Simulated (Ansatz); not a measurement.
# Al: the crystal squeezed far

The task here is to estimate one member of a computed series from the others.

Computed with Ansatz 0.2.0 (DFT PBE, with the methods named in each step, unless a step's input says otherwise).

## Starting point

It takes space group Fm-3m (No. 225, cubic). Conventional cell: a = 4.040 Å, b = 4.040 Å, c = 4.040 Å, α = 90.00°, β = 90.00°, γ = 90.00°. Around Al (site symmetry m-3m) lie 12 Al at 2.86 Å.

Structure file:

```xyz
1
Lattice="0.0000 2.0200 2.0200 2.0200 0.0000 2.0200 2.0200 2.0200 0.0000" Properties=species:S:1:pos:R:3 pbc="T T T"
Al    0.0000    0.0000    0.0000
```

Whether this phase is the stable one at these pressures isn't tested.

Set-up of the first run:

The input, input.yaml:

```yaml
crystal:
  lattice:
    - [0.0, 2.0199666694, 2.0199666694]
    - [2.0199666694, 0.0, 2.0199666694]
    - [2.0199666694, 2.0199666694, 0.0]
  atoms:
    - { symbol: Al, position: [0.0, 0.0, 0.0] }
kpoints:
  mp_grid: { grid: [18, 18, 18] }
scf:
  occupations: { method: fermi_dirac, width: 0.05 }
hamiltonian:
  xc: pbe
  pseudopotentials: { kind: paw }
output:
  forces: true
  stress: true
relax:
  f_tol: 0.005
  max_steps: 40
  cell: {}
```

Started as:

```bash
$ ansatz run input.yaml --threads 1 --pin off --max-ram 2048MiB --backend cpu --events-out ev --progress --plain --runs-dir out
```

Steps of the session up to this table: Cell relaxed at zero pressure, PAW; Volume scaled by 1, PAW; Volume scaled by 0.9, PAW; Volume scaled by 0.8, PAW; Volume scaled by 0.7, PAW; Volume scaled by 0.7, PAW (level accurate); Volume scaled by 0.6, PAW; Volume scaled by 0.5, PAW; Volume scaled by 0.4, PAW; Volume scaled by 0.4, PAW (partial_waves polarizable).

One table of the session follows, with a row left open; its other results are not shown here.

```
                         method  volume over the first  volume (Å³/atom)  pressure (GPa)
                            PAW                      1            16.501           -0.01
                            PAW                    0.9            14.851           10.26
                            PAW                    0.8            13.201           28.44
                            PAW                    0.7            11.551           60.65
                            PAW                    0.6             9.901          118.93
                            PAW                    0.5                 ?               ?
                            PAW                    0.4             6.601          467.45
           PAW (level accurate)                    0.7            11.551           60.35
PAW (partial_waves polarizable)                    0.4             6.601          467.45
```

**Question.** Estimate the row for PAW, 0.5.

The run gave: volume (Å³/atom): 8.251; pressure (GPa): 230.89. In the column «volume (Å³/atom)» it lies between PAW (partial_waves polarizable), 0.4 (6.601) and PAW, 0.6 (9.901).
